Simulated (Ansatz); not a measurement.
**Nudged elastic band run: LiSi$_{16}$, charge +1**

Input file:

```yaml
crystal:
  lattice:
    - [0.0, 5.42712, 5.42712]
    - [5.42712, 0.0, 5.42712]
    - [5.42712, 5.42712, 0.0]
  atoms:
    - { symbol: Si, position: [0.37289187, 0.37270947, 0.38172761] }
    - { symbol: Si, position: [0.24826116, 0.24810891, 0.25187786] }
    - { symbol: Si, position: [0.37298614, 0.3727971, 0.87281401] }
    - { symbol: Si, position: [0.25089832, 0.24974102, 0.74983445] }
    - { symbol: Si, position: [0.37739884, 0.87421014, 0.37423424] }
    - { symbol: Si, position: [0.24823004, 0.75183776, 0.25187549] }
    - { symbol: Si, position: [0.37292077, 0.88162905, 0.8727527] }
    - { symbol: Si, position: [0.24827489, 0.7518403, 0.74813254] }
    - { symbol: Si, position: [0.87438625, 0.37754595, 0.37407058] }
    - { symbol: Si, position: [0.75230809, 0.24790411, 0.25190405] }
    - { symbol: Si, position: [0.88285052, 0.37238948, 0.87240325] }
    - { symbol: Si, position: [0.75231308, 0.2479461, 0.74795569] }
    - { symbol: Si, position: [0.87435906, 0.87402256, 0.37404513] }
    - { symbol: Si, position: [0.74990547, 0.75002735, 0.2500173] }
    - { symbol: Si, position: [0.87439861, 0.87405905, 0.87753404] }
    - { symbol: Si, position: [0.75230935, 0.75186796, 0.74792626] }
    - { symbol: Li, position: [0.50245573, 0.49927437, -0.00049891] }
total_charge: 1
basis:
  ecutwfc: 300.0
kpoints:
  mp_grid: { grid: [2, 2, 2] }
hamiltonian:
  xc: pbesol
scf:
  occupations: { method: gaussian, width: 0.05 }
  lower_state_search: "off"
  max_iter: 78
neb:
  images: 3
  f_tol: 0.05
  max_iterations: 50
  order_check: false
  final_atoms:
    - { symbol: Si, position: [0.37683138, 0.37311149, 0.37761073] }
    - { symbol: Si, position: [0.25214617, 0.2431398, 0.25299973] }
    - { symbol: Si, position: [0.37678513, 0.37306523, 0.87375636] }
    - { symbol: Si, position: [0.24743296, 0.25085304, 0.75146509] }
    - { symbol: Si, position: [0.37481596, 0.87504611, 0.37581646] }
    - { symbol: Si, position: [0.25218087, 0.7523767, 0.25301912] }
    - { symbol: Si, position: [0.37681497, 0.8769972, 0.87376797] }
    - { symbol: Si, position: [0.25211127, 0.75231206, 0.74389939] }
    - { symbol: Si, position: [0.87288546, 0.37309518, 0.37759671] }
    - { symbol: Si, position: [0.75068371, 0.25087004, 0.24817159] }
    - { symbol: Si, position: [0.87486304, 0.37503535, 0.87560297] }
    - { symbol: Si, position: [0.7506434, 0.25083478, 0.75145314] }
    - { symbol: Si, position: [0.87291188, 0.87701812, 0.37761445] }
    - { symbol: Si, position: [0.7429124, 0.75235502, 0.25300607] }
    - { symbol: Si, position: [0.87286078, 0.87697675, 0.87375996] }
    - { symbol: Si, position: [0.75067005, 0.74760523, 0.75146768] }
    - { symbol: Li, position: [0.12481133, 0.62505124, 0.1258484] }
```

Command:

```bash
$ ansatz run input.yaml --threads 1 --pin off --max-ram 3072MiB --backend cpu --events-out ev --progress --plain --runs-dir out
```

Output, in part (warnings, iteration lines):

```
NEB end point (image 0): max|allowed force component| = 2.529e-2 eV/Å (the criterion of neb.relax_end_points is 1.000e-2)
NEB end point (image 4): max|allowed force component| = 1.678e-3 eV/Å (the criterion of neb.relax_end_points is 1.000e-2)
NEB iter   1: max|band force component| = 8.208e-1 eV/Å  barrier→ = 0.8198 eV  barrier← = 0.8200 eV  Δτ_max = 0.0903 Å  (32 SCF iters)
NEB iter   2: max|band force component| = 2.506e-1 eV/Å  barrier→ = 0.6397 eV  barrier← = 0.6400 eV  CI = image 2  Δτ_max = 0.1018 Å  (18 SCF iters)
NEB iter   3: max|band force component| = 6.207e-2 eV/Å  barrier→ = 0.5874 eV  barrier← = 0.5877 eV  CI = image 2  Δτ_max = 0.0151 Å  (18 SCF iters)
NEB iter   4: max|band force component| = 2.295e-2 eV/Å  barrier→ = 0.5857 eV  barrier← = 0.5860 eV  CI = image 2  Δτ_max = 0.0000 Å  (15 SCF iters)
```

It converged. The order of the stationary point at the top wasn't checked. The plane-wave cutoff is below what these datasets need, so energies and pressures aren't converged. Limits of this set-up: charged cell in a uniform background, uncorrected.

Final band (atoms are numbered from 1 in the order of the input):

```tsv
image	path coordinate (Å)	energy (eV)	Si10–Li17 (Å)	Si11–Li17 (Å)	Si12–Li17 (Å)
0	0.00	0.00	2.73	2.38	2.73
1	0.65	0.24	3.05	2.72	3.05
2	1.30	0.59	3.52	3.34	3.52
3	1.94	0.25	4.04	4.02	4.04
4	2.59	0.00	4.50	4.70	4.50
```

The run took 62 s on 1 thread of Arm Neoverse V1, with other jobs on the host, peak memory 0.55 GiB.
